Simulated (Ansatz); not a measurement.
# ClGaH3N (SMILES [NH2][GaH][Cl]): single points off equilibrium

The task here is to estimate one member of a computed series from the others.

Program: Ansatz 0.2.0, Gaussian basis. Level of theory: single points in def2-TZVPP. These are calculated values, not measurements.

Cores are frozen in the correlated methods. Filled d shells of the heavier atoms are correlated.

### The system as given

6 atoms, charge 0, spin multiplicity 1.

Atoms are counted from 1 here; the program's logs count them from 0.

Bond lengths: N1–Ga2 1.858 Å, N1–H4 1.054 Å, N1–H5 1.039 Å, Ga2–Cl3 2.143 Å, Ga2–H6 1.600 Å. Angles: Ga2–N1–H4 125.2°, Ga2–N1–H5 124.8°, H4–N1–H5 109.8°, N1–Ga2–Cl3 117.6°, N1–Ga2–H6 118.6°, Cl3–Ga2–H6 123.8°.

Geometry (Å):

```mol
ClGaH3N
  3D, bonds by distance, orders not assigned

  6  5  0  0  0  0  0  0  0  0999 V2000
   -0.1801    0.6450    0.7719 N   0  0
   -0.0004   -0.5271   -0.6589 Ga  0  0
    1.9440   -1.3497   -1.0285 Cl  0  0
    0.6091    0.9800    1.3855 H   0  0
   -1.0579    1.1394    1.0266 H   0  0
   -1.2970   -0.8828   -1.5264 H   0  0
  1  2  8  0
  1  4  8  0
  1  5  8  0
  2  3  8  0
  2  6  8  0
M  END
```

Set-up of the first run:

File run/in.yaml:

```yaml
crystal:
  periodic: [false, false, false]
  atoms:
    - {symbol: N, position_ang: [-0.180100, 0.645000, 0.771900]}
    - {symbol: Ga, position_ang: [-0.000400, -0.527100, -0.658900]}
    - {symbol: Cl, position_ang: [1.944000, -1.349700, -1.028500]}
    - {symbol: H, position_ang: [0.609100, 0.980000, 1.385500]}
    - {symbol: H, position_ang: [-1.057900, 1.139400, 1.026600]}
    - {symbol: H, position_ang: [-1.297000, -0.882800, -1.526400]}
basis:
  gaussian: {orbitals: def2-TZVPP}
correlation: {method: ccsd_t}
output: {forces: true}
```

No record of the launch command was kept for these runs.

Among the steps run: CCSD(T)/def2-TZVPP; PBE0-D4/def2-TZVPP; wB97M-V/def2-TZVPP; r2SCAN-D4/def2-TZVPP; PBE-D4/def2-TZVPP; SPW92/def2-TZVPP; BLYP-D4/def2-TZVPP.

One table of the session follows, with a row left open; its other results are not shown here.

```
   method  RMS force component (eV/Å)  angle to CCSD(T) forces (°)  dipole (D)
  CCSD(T)                       0.695                    reference        2.10
  PBE0-D4                       0.713                          3.0        2.16
  wB97M-V                       0.722                          1.5        2.11
r2SCAN-D4                       0.689                          2.5        2.20
   PBE-D4                       0.589                          7.5        2.18
    SPW92                           ?                            ?           ?
  BLYP-D4                       0.618                         15.7        2.15
```

Estimate the missing values for SPW92.

As computed: RMS force component (eV/Å): 0.561; angle to CCSD(T) forces (°): 19.7; dipole (D): 2.27. In the column «RMS force component (eV/Å)» it is the lowest.
